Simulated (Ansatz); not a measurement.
# TiC: a tetragonal deformation path

The task here is to estimate one member of a computed series from the others.

Method: DFT PBEsol, scalar-relativistic, plane waves, PAW, in Ansatz 0.2.0.

### The structure to begin with

Symmetry: Fm-3m, No. 225, cubic system. The conventional cell has a = 4.328 Å, b = 4.328 Å, c = 4.328 Å, α = 90.00°, β = 90.00°, γ = 90.00°. Ti (site symmetry m-3m) is surrounded by 6 C at 2.16 Å. C (site symmetry m-3m) has 6 Ti at 2.16 Å as nearest neighbours.

Structure file:

```cif
data_structure
_symmetry_space_group_name_H-M 'Fm-3m'
_symmetry_Int_Tables_number 225
_cell_length_a 4.3280
_cell_length_b 4.3280
_cell_length_c 4.3280
_cell_angle_alpha 90.000
_cell_angle_beta 90.000
_cell_angle_gamma 90.000
_cell_volume 81.07
loop_
_atom_site_label
_atom_site_type_symbol
_atom_site_symmetry_multiplicity
_atom_site_Wyckoff_symbol
_atom_site_fract_x
_atom_site_fract_y
_atom_site_fract_z
_atom_site_occupancy
Ti1 Ti 4 a 0.00000 0.00000 0.00000 1
C1 C 4 b 0.50000 0.00000 0.00000 1
```

Source of the structure: the Crystallography Open Database.

The first run:

input.yaml

```yaml
crystal:
  lattice:
    - [0.0, 2.164, 2.164]
    - [2.164, 0.0, 2.164]
    - [2.164, 2.164, 0.0]
  atoms:
    - { symbol: Ti, position: [0.0, 0.0, 0.0] }
    - { symbol: C, position: [0.5, 0.5, 0.5] }
basis:
  ecutwfc: 420
kpoints:
  mp_grid: { grid: [8, 8, 8] }
hamiltonian:
  xc: pbesol
scf:
  occupations: { method: gaussian, width: 0.1 }
output:
  forces: true
  stress: true
  eigenvalues: true
```

The run is started by

```bash
> ansatz run input.yaml --threads 1 --pin off --max-ram 2560MiB --backend cpu --events-out ev --progress --plain --runs-dir out
```

Steps of the session up to this table: Probe: one point at the start; Zero of the scan; At ρ = 0.707; ρ = 1.414; ρ = 0.850; Point ρ = 1.200; Point ρ = 0.780; Point ρ = 1.300; At ρ = 0.920; Point ρ = 1.100; ρ = 0.650; Point ρ = 1.500; Point ρ = 0.960; Point ρ = 1.050.

One table of the session follows, with a row left open; its other results are not shown here.

The scan, with free energies counted from the undisturbed cell:

| ρ | ΔE (meV/atom) | pressure (GPa) |
| --- | --- | --- |
| 0.650 | 2451.1 | 71.6 |
| 0.707 | ? | ? |
| 0.780 | 697.7 | 24.1 |
| 0.850 | 266.5 | 6.9 |
| 0.920 | 63.0 | -2.8 |
| 0.960 | 14.4 | -5.4 |
| 1.000 | 0.0 | -6.2 |
| 1.050 | 18.5 | -5.0 |
| 1.100 | 67.9 | -1.9 |
| 1.200 | 240.0 | 9.2 |
| 1.300 | 494.4 | 25.1 |
| 1.414 | 869.8 | 47.0 |
| 1.500 | 1202.9 | 65.2 |

**Question.** Estimate the row for ρ = 0.707.

Worked estimate for «ΔE (meV/atom)». A straight line through the neighbours (0.650, 2451.1) and (0.780, 697.7) gives 2451.1 + (697.7 − 2451.1) × (0.707 − 0.650) / (0.780 − 0.650) = 1682.3; a parabola fitted to 3 rows on both sides gives 1529.8.

The run gave: ΔE (meV/atom): 1516.1; pressure (GPa): 49.6. In «ΔE (meV/atom)» the line misses by +166.2 and the parabola by +13.7.
